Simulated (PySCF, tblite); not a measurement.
# C5H14BNS: geometry, infrared bands and NMR shifts

Wanted: the infrared bands and NMR shifts of C5H14BNS (`CCCN(C)BSC`), by calculation.

Programs: tblite 0.8.0 and PySCF 2.14.0, with density-fitted response routines of our own. Each step states its level of theory. These are calculated values for one molecule in the gas phase, unless marked as measured. Atoms count from 0, in the outputs and in this text.

## Step 1: The molecule as given

22 atoms, charge 0, multiplicity 1; geometry from: force field or distance geometry start.

Bonds of the start (Å): C0–C1 1.52, C1–C2 1.49, C2–N3 1.41, N3–C4 1.42, N3–B5 1.52, B5–S6 1.87, S6–C7 1.82, C0–H8 1.12, C0–H9 1.11, C0–H10 1.10, C1–H11 1.13, C1–H12 1.12, C2–H13 1.13, C2–H14 1.13, C4–H15 1.14, C4–H16 1.09, C4–H17 1.13, B5–H18 1.19, C7–H19 1.11, C7–H20 1.11, C7–H21 1.12.

## Step 2: Optimising the geometry with GFN2-xTB

The job: settings as JSON, then the geometry in Å.

```
{"job": {"kind": "relax", "xc": "GFN2-xTB", "basis": "xTB"}, "charge": 0, "multiplicity": 1}
C      2.789500     0.089700     0.400800
C      1.688700     1.021500    -0.081200
C      0.296000     0.584000     0.221300
N     -0.013500    -0.627500    -0.420200
C      0.571700    -1.843000     0.030000
B     -1.491700    -0.878500    -0.668600
S     -2.706600     0.409900    -1.268400
C     -3.392200     1.194100     0.227500
H      3.627300     0.745000     0.767100
H      2.450500    -0.598500     1.202000
H      3.183700    -0.462100    -0.470200
H      1.888600     2.055800     0.329700
H      1.815800     1.125500    -1.186300
H     -0.378300     1.432700    -0.092700
H      0.139100     0.564500     1.343600
H     -0.143900    -2.670600    -0.307600
H      1.543800    -2.127100    -0.370200
H      0.527600    -1.945300     1.149700
H     -1.817200    -2.018500    -0.771300
H     -3.765600     2.213600     0.005600
H     -2.607500     1.206000     1.014900
H     -4.216200     0.548300     0.614300
```

Started as:

```
OMP_NUM_THREADS=1 python probes_run.py task.json out
```

The driver reads the jobs from task.json and runs them one after another.

**Question.** This job is followed by: GFN2-xTB harmonic vibrations, gas phase; GIAO PBE0/pcSseg-1 NMR shielding, non-relativistic, gas phase. Predict these results of the whole session: strongest single infrared mode (GFN2-xTB); zero-point energy (GFN2-xTB); ¹³C shifts against TMS (PBE0/pcSseg-1); ¹H shifts against TMS (PBE0/pcSseg-1, means over atoms taken as alike); ¹⁵N shifts against NH3 (PBE0/pcSseg-1); ¹¹B shifts against BF3·OEt2 (PBE0/pcSseg-1); ³³S shifts against CS2 (PBE0/pcSseg-1).

As calculated:

| quantity | value |
| --- | --- |
| strongest single infrared mode (GFN2-xTB) | 1452 cm⁻¹, 148 km/mol |
| zero-point energy (GFN2-xTB) | 118.4 kcal/mol |
| ¹³C shifts against TMS (PBE0/pcSseg-1) | 58.1, 44.8, 24.9, 17.5, 13.5 ppm |
| ¹H shifts against TMS (PBE0/pcSseg-1, means over atoms taken as alike) | 5.21, 3.06, 2.92, 2.15, 1.64, 0.95 ppm |
| ¹⁵N shifts against NH3 (PBE0/pcSseg-1) | 130.2 ppm |
| ¹¹B shifts against BF3·OEt2 (PBE0/pcSseg-1) | 38.5 ppm |
| ³³S shifts against CS2 (PBE0/pcSseg-1) | -73 ppm |

In words: The optimisation took 241 steps and gained 1.893 eV; among the close pairs (by a distance rule), N3–B5 changed most, from 1.520 to 1.385 Å. No mode is imaginary among the 60: a minimum at this level. The strongest single mode, at 1452 cm⁻¹, is spread over several atoms, N3, B5, H17, H16 among them. Unscaled tight-binding wavenumbers are off by several per cent, some by more. Its intensities can rank the bands wrongly.
